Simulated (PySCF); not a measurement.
# C2H4BrClSi: the cost of one run

Programs: PySCF 2.14.0, with density-fitted response routines of our own. Each step states its level of theory. These are calculated values for one molecule in the gas phase, unless marked as measured. Atoms count from 0, in the outputs and in this text.

## (1) The molecule as given

9 atoms, charge 0, multiplicity 1; geometry from: GFN2-xTB. The atoms were then displaced at random by about 0.01 Å, so the start is not that level's minimum.

Bonds of the start (Å): Cl0–C1 1.76, C1–Br2 1.96, C1–C3 1.55, C3–Si4 1.88, Si4–C1 1.91, C3–H5 1.09, C3–H6 1.08, Si4–H7 1.46, Si4–H8 1.42.

## (2) Optimising the geometry at PBE0-D3(BJ)/def2-SVP

Job settings and geometry (Å):

```
{"job": {"xc": "PBE0", "basis": "def2-SVP", "d3": "d3bj", "grid": 1, "shake": 0.01, "kind": "geom"}, "charge": 0, "multiplicity": 1}
Cl    -1.743350    -0.963450    -1.263190
C     -0.765850    -0.354910     0.061610
Br    -1.753910    -0.420000     1.751930
C      0.010090     0.959110    -0.200380
Si     1.141280    -0.520420     0.026050
H     -0.120610     1.715910     0.571790
H     -0.171360     1.380800    -1.179520
H      1.782190    -0.674900     1.328250
H      1.679340    -1.139300    -1.130280
```

Launch:

```
$ OMP_NUM_THREADS=1 python probes_run.py task.json out
```

The driver reads the jobs from task.json and runs them one after another.

**Question.** How long does this first job take on 1 thread of Arm Neoverse V1, shared host, and how much memory does it need?

About 40 s, with a peak of 0.46 GiB.
